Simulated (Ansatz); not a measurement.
Crystal: Ta4NiO11.

```
Ta Ni O
1.0
     1.95495  -14.82973    0.00000
     1.95495   14.82973    0.00000
     0.00000    0.00000    3.88590
Ta Ni O
4 1 11
Direct
  0.20437 0.79563 0.00000
  0.92451 0.07549 0.00000
  0.07549 0.92451 0.00000
  0.79563 0.20437 0.00000
  0.50000 0.50000 0.00000
  0.13987 0.86013 0.00000
  0.72107 0.27893 0.00000
  0.43645 0.56355 0.00000
  0.56355 0.43645 0.00000
  0.00000 0.00000 0.00000
  0.86013 0.13987 0.00000
  0.27893 0.72107 0.00000
  0.92790 0.07210 0.50000
  0.07210 0.92790 0.50000
  0.79436 0.20564 0.50000
  0.20564 0.79436 0.50000
```

The cell was built by a generator and needn't be a form met in nature.

| Item | Value |
| --- | --- |
| Program | Ansatz 0.2.0 |
| Task | relaxation of cell and atoms |
| Functional | r2SCAN |
| Potentials or basis | Ansatz PAW |
| Cutoff | 500 eV (not typed: the program's choice for these potentials) |
| k mesh | 5 × 5 × 5 |
| Occupations | fermi-dirac, width 0.05 eV |
| Spin | collinear spin, ferromagnetic start |
| Starting moments | [0.0, 0.0, 0.0, 0.0, 1.0, 0.0, 0.0, 0.0, 0.0, 0.0, 0.0, 0.0, 0.0, 0.0, 0.0, 0.0] μB |

At the start: volume 14.08 Å³/atom.

**Question.** Where does the relaxation end?

**Answer.** It ends after 6 steps and the volume is 13.79 Å³/atom (-2.1 %); space group Cmmm (No. 65, to 0.05 Å); moment 1.20 μB per cell.

Step by step:
```
step  energy change (eV)  largest force (eV/Å)  volume (Å³)
   1              0.0000                0.2606       225.32
   2             -0.0738                0.0928       220.09
   3             -0.0770                0.0816       220.64
   4             -0.0781                0.0157       220.72
   5             -0.0782                0.0059       220.66
   6             -0.0755                0.0059       220.66
```

Final structure:
```
Ta Ni O
1.0
     1.94077  -14.74687    0.00000
     1.94077   14.74687    0.00000
     0.00000    0.00000    3.85491
Ta Ni O
4 1 11
Direct
  0.20454 0.79546 0.00000
  0.92414 0.07586 0.00000
  0.07586 0.92414 0.00000
  0.79546 0.20454 0.00000
  0.50000 0.50000 0.00000
  0.14013 0.85987 0.00000
  0.72118 0.27882 0.00000
  0.43569 0.56431 0.00000
  0.56431 0.43569 0.00000
  0.00000 0.00000 0.00000
  0.85987 0.14013 0.00000
  0.27882 0.72118 0.00000
  0.92871 0.07129 0.50000
  0.07129 0.92871 0.50000
  0.79368 0.20632 0.50000
  0.20632 0.79368 0.50000
```

Caveat: the magnetic or orbital state may not be the lowest; the plane-wave basis is chosen anew once the cell has moved, so the energies of steps on either side of that aren't comparable; a cell with one magnetic atom can't hold antiferromagnetic order, which such compounds often take; the PAW data sets come from PBE, with cores solved anew for the run's functional, which leaves a small shift of forces and pressure.
